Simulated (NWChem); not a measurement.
# M06-2X/DGauss-DZVP run of C2H3In (SMILES C#[C][InH2])

Aim: the electronic atomisation energy of C2H3In at M06-2X/DGauss-DZVP, from 4 runs. 

The results are computed with NWChem 7.3.0.

### 1 The molecule

The species is C2H3In (6 atoms), meant as a singlet with charge 0. SMILES: `C#[C][InH2]`. The shape is that of a PBE0-D4/def2-TZVP optimisation.

Bond lengths: C1–C2 1.210 Å, C2–In3 2.097 Å, C1–H4 1.067 Å, In3–H5 1.713 Å, In3–H6 1.713 Å. Angles: C1–C2–In3 180.0°, C2–C1–H4 180.0°, C2–In3–H5 117.0°, C2–In3–H6 117.0°, H5–In3–H6 126.0°.

### 2 A single-point energy at M06-2X/DGauss-DZVP (run 1)

a.xyz

```xyz
6
C2H3In
C     -0.186600    -1.928000     0.015100
C     -0.070400    -0.723400     0.005900
In     0.131900     1.363900    -0.010600
H     -0.289000    -2.989600     0.023300
H      0.673500     2.081500    -1.468800
H     -0.259400     2.195500     1.435000
```

a.nw

```
start a
title "C2H3In"
memory stack 880 mb heap 220 mb global 1100 mb

geometry units angstrom noautosym nocenter noautoz
   load a.xyz
end

basis spherical bse
   * library DGauss-DZVP
end

dft
   xc m06-2x
   grid fine
   convergence energy 1e-08
   iterations 100
   mulliken
   print low
end

task dft
```

The run is started by

```sh
$ nwchem a.nw > a.out
```

The log of the run, cut to the lines that bear on the results:

```text
[...]
 d= 0,ls=0.0,diis     1  -5820.1220296163 -6.00D+03  1.13D-02  2.43D-01     1.9
[...]
 d= 0,ls=0.0,diis     8  -5820.1544540898  2.37D-09  2.61D-06  8.70D-08    10.3
         Total DFT energy =    -5820.154454089825
      One electron energy =    -8382.827828428868
           Coulomb energy =     2549.611041344602
    Exchange-Corr. energy =     -168.254228213811
 Nuclear repulsion energy =      181.316561208252
[...]
      Total Density - Mulliken Population Analysis
     ---------------------------------------------
    Atom       Charge   Shell Charges
 -----------   ------   -------------------------------------------------------
    1 C    6     6.31   2.00  0.77  0.61  2.40  0.50  0.03
    2 C    6     6.20   2.00  0.77  0.64  2.36  0.41  0.03
    3 In  49    48.73   2.00  2.00  2.00  2.00  0.71  0.32  6.00  5.99  6.01  1.51  0.04 10.00  9.96  0.19
    4 H    1     0.74   0.55  0.19
    5 H    1     1.01   0.53  0.48
    6 H    1     1.01   0.53  0.48
[...]
```

It took 11 s on 1 thread of AMD EPYC 9B45 (Zen 5), shared host; peak memory 0.11 GiB.

### 3 The C atom at the same level (run 2)

nw.nw

```
start nw
title "C energy"
memory stack 880 mb heap 220 mb global 1100 mb
charge 0

geometry noautosym nocenter noautoz
 C        0.000000       0.000000       0.000000
end

basis spherical bse
 * library DGauss-DZVP
end

dft
 xc m06-2x
 mult 3
 grid fine
 convergence energy 1e-08
 iterations 100
 mulliken
 print low
end

task dft energy
```

The run is started by

```sh
$ nwchem nw.nw > nw.out
```

The log of the run, cut to the lines that bear on the results:

```text
[...]
 d= 0,ls=0.0,diis     1    -37.7939927795 -3.78D+01  3.18D-02  6.36D-02     0.1
[...]
 d= 0,ls=0.0,diis     6    -37.8360415626 -1.80D-09  1.44D-06  5.44D-11     0.2
[...]
         Total DFT energy =      -37.836041562560
      One electron energy =      -50.447240874059
           Coulomb energy =       17.802907395762
    Exchange-Corr. energy =       -5.191708084263
 Nuclear repulsion energy =        0.000000000000
[...]
      Total Density - Mulliken Population Analysis
     ---------------------------------------------
    Atom       Charge   Shell Charges
 -----------   ------   -------------------------------------------------------
    1 C    6     6.00   2.00  1.03  0.97  1.51  0.49  0.00
     --------------------------------------------
      Spin Density - Mulliken Population Analysis
     --------------------------------------------
    Atom       Charge   Shell Charges
 -----------   ------   -------------------------------------------------------
    1 C    6     2.00  -0.00  0.07 -0.07  1.51  0.49 -0.00
[...]
      <S2> =      2.0021 (Exact =     2.0000)
[...]
```

Run time: 0.66 s. Hardware: 1 thread of AMD EPYC 9B45 (Zen 5), shared host; peak memory 0.1 GiB.

Run 3 isn't shown in full; the table further down has it.

### 4 The In atom at the same level (run 4)

test.xyz

```xyz
1

In     0.000000     0.000000     0.000000
```

test.nw

```
start test
memory 2200 mb
geometry units angstroms noautosym nocenter noautoz
  load format xyz test.xyz
end
basis spherical bse
  * library DGauss-DZVP
end
dft
  xc m06-2x
  mult 2
  grid fine
  convergence energy 1e-08
  iterations 100
  mulliken
  noprint "final vectors analysis"
end
task dft
```

Run the same way, it converges to -5742.24957 Eh (log not shown).

### 5 All runs side by side

```csv
run,level,partner,energy (Eh),wall time
1,M06-2X/DGauss-DZVP,base,-5820.154454,11 s
2,UM06-2X/DGauss-DZVP,atoms,-37.836042,0.66 s
3,UM06-2X/DGauss-DZVP,atoms,-0.497283,0.52 s
4,UM06-2X/DGauss-DZVP,atoms,-5742.249573,4.8 s
```

### 6 What came out

Level: M06-2X/DGauss-DZVP.

| quantity | value |
| --- | --- |
| In atom: total energy | -5742.24957 Eh |
| In atom: ⟨S²⟩ | 0.756 |
| electronic atomisation energy | 20.162 eV |

In words: Taking the molecule apart into free atoms costs 20.16 eV (465 kcal/mol), before zero-point energy and without spin-orbit coupling. In runs 1, 4 relativity is left out where basis or elements ask for it. All runs together took 17 s, the longest 11 s.
